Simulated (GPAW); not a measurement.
# Tl3Pb2: relaxation of the atoms with vdW-DF-cx

The system is Tl3Pb2, a slab with vacuum.

```
CELL_PARAMETERS angstrom
3.48635 0.00000 0.00000
-1.74318 3.01927 0.00000
0.00000 0.00000 26.62644
ATOMIC_POSITIONS crystal
Tl 0.33333 0.66667 0.28167
Pb 0.66667 0.33333 0.39084
Tl 0.00000 0.00000 0.50000
Pb 0.33333 0.66667 0.60916
Tl 0.66667 0.33333 0.71833
```

The cell isn't the ideal one: the (0 0 1) slab of TlPb, cut from the database cell, not relaxed.

| Item | Value |
| --- | --- |
| Program | GPAW 26.7.0 |
| Task | relaxation of the atoms |
| Functional | vdW-DF-cx |
| Potentials or basis | GPAW PAW data sets (gpaw-data 1.2.1) |
| Cutoff | 450 eV |
| Basis | pw |
| k mesh | 9 × 9 × 1 |
| Occupations | fermi-dirac, width 0.05 eV |
| Spin | no spin polarisation |
| random start of the orbitals | yes |
| Maxiter | 50 |
| Dipole layer | yes |
| Optimizer | BFGS |
| Fmax | 0.02 eV/Å |
| Max steps | 60 |
| Eigensolver | ppcg |

| Property | Result |
| --- | --- |
| Energy gained by relaxing | 4.9 meV/atom |
| Ionic steps | 12 |
| Band gap on the k mesh | none (metal or under the smearing width) |
| Dipole across the slab | 0.00 e·Å |
| Work function of the upper face | 4.02 eV |
| Work function of the lower face | 3.98 eV |

The path:
| step | energy change (eV) | largest force (eV/Å) |
| --- | --- | --- |
| 1 | 0.0000 | 0.1090 |
| 2 | -0.0002 | 0.1068 |
| 3 | -0.0122 | 0.1370 |
| 4 | -0.0126 | 0.1364 |
| 5 | -0.0165 | 0.1146 |
| 6 | -0.0183 | 0.1432 |
| 7 | -0.0197 | 0.1354 |
| 8 | -0.0202 | 0.1274 |
| 9 | -0.0214 | 0.0979 |
| 10 | -0.0228 | 0.0985 |
| 11 | -0.0240 | 0.0995 |
| 12 | -0.0245 | 0.0997 |

Final structure:
```yaml
crystal:
  lattice:
    - [3.48635, 0.00000, 0.00000]
    - [-1.74318, 3.01927, 0.00000]
    - [0.00000, 0.00000, 26.62644]
  atoms:
    - { symbol: Tl, position: [0.33333, 0.66667, 0.28167] }
    - { symbol: Pb, position: [0.66667, 0.33333, 0.39084] }
    - { symbol: Tl, position: [0.00000, 0.00000, 0.49546] }
    - { symbol: Pb, position: [0.33333, 0.66667, 0.60008] }
    - { symbol: Tl, position: [0.66667, 0.33333, 0.70704] }
```

Levels at points of the mesh, in eV from the Fermi level:
```
           k point  band 30  band 31  band 32  band 33  band 34  band 35  band 36  band 37
(0.00, 0.00, 0.00)    -6.64    -2.74    -1.02     1.01     1.48     2.70     2.92     4.52
```

Run time: 19 min on 1 thread of Intel(R) Xeon(R) Platinum 8488C (Sapphire Rapids) (shared host), peak memory 0.36 GiB.

Caveat: the cutoff is short for stress and forces, so pressures can be off by a GPa or more; later steps reuse the first step's grids; the PAW data sets were made with another functional, which shifts forces and pressure a little. The run has no spin-orbit coupling, so splittings on Pb, Tl are missing.
